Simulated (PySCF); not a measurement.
# RuCl₃⁺: structure of the quintet

The task is one start of a wider search on RuCl₃⁺: the quintet, from a trigonal pyramidal start. It is relaxed, tested by its Hessian and followed downhill if it is a saddle.

Method: PBE0, basis Ru def2-TZVP with ECP28, Cl def2-TZVP, scalar-relativistic core potentials, no spin–orbit coupling, density fitting; program: PySCF 2.14.0.

### Step 1. The system as given

4 atoms, charge 1, spin multiplicity 5.

Bond lengths: Ru1–Cl2 2.195 Å, Ru1–Cl3 2.195 Å, Ru1–Cl4 2.195 Å. Angles: Cl2–Ru1–Cl3 99.8°, Cl2–Ru1–Cl4 99.8°, Cl3–Ru1–Cl4 99.8°.

```xyz
4
charge 1 multiplicity 5
Ru    0.0000    0.0000    0.0000
Cl    1.9382    0.0000    1.0306
Cl   -0.9691    1.6786    1.0306
Cl   -0.9691   -1.6786    1.0306
```

### Step 2. First SCF at the start

The steps below are one call of a driver around PySCF. For each, scf.py gives the equivalent set-up of the SCF; relaxations use the driver's own optimiser. After this first run the driver tries any further starts and a stability analysis.

File scf.py:

```python
from pyscf import gto, scf, dft
mol = gto.M(atom='''
Ru     0.000000     0.000000     0.000000
Cl     1.938200     0.000000     1.030600
Cl    -0.969100     1.678600     1.030600
Cl    -0.969100    -1.678600     1.030600''',
    basis={'Ru': 'def2-TZVP', 'Cl': 'def2-TZVP'},
    ecp={'Ru': 'def2-TZVP'},
    charge=1, spin=4)
mf = dft.UKS(mol, xc='PBE0')
mf.grids.atom_grid = (50, 194)
aux = {'Ru': 'def2-universal-JKFIT', 'Cl': 'def2-universal-JKFIT'}
mf = mf.density_fit(auxbasis=aux)
mf.conv_tol = 1e-08
mf.diis_space = 10
mf.max_cycle = 60
mf.init_guess = 'minao'
mf.verbose = 4
mf.kernel()
```

Launch:

```bash
$ OMP_NUM_THREADS=4 python axn.py task.json out
```

Further steps of the session: Trigonal pyramidal start, quintet: relaxation; Relaxing without the symmetry constraint; Frequencies.

**Question.** What will these runs give? Wanted: minimum; geometry; wavenumbers; dipole moment; highest occupied, lowest empty level; polar-tensor charge of Ru1; zero-point energy; ⟨S²⟩.

As calculated:

```
                                          quantity                                                                     value
                                           minimum                                                              quintet, C2v
                                          geometry  Ru–Cl 2.124 Å, Ru–Cl 2.165 Å (×2); Cl–Ru–Cl 105.8° (×2), Cl–Ru–Cl 148.4°
                                wavenumbers (cm⁻¹)                 64 (b1), 100 (b2), 113 (a1), 417 (a1), 481 (a1), 485 (b2)
                    dipole moment (centre of mass)                                                                    0.07 D
highest occupied, lowest empty level (either spin)                                                         -13.95, -11.17 eV
                        polar-tensor charge of Ru1                                                                   +1.54 e
                                 zero-point energy                                                                9.9 kJ/mol
                               entropy at 298.15 K                                                           358.1 J/(mol K)
                                              ⟨S²⟩                                                                     6.023
```

In words: The trigonal pyramidal start (C3v) ends in a minimum of C2v symmetry. The strongest infrared band lies at 485 cm⁻¹ (b2, stretch). Most of the spin sits on Ru1 (Mulliken spin 2.89, against 4 for the whole molecule). Other starts or spin states, not run here, may lie lower. One determinant may miss the lowest occupation of an open d or f shell.
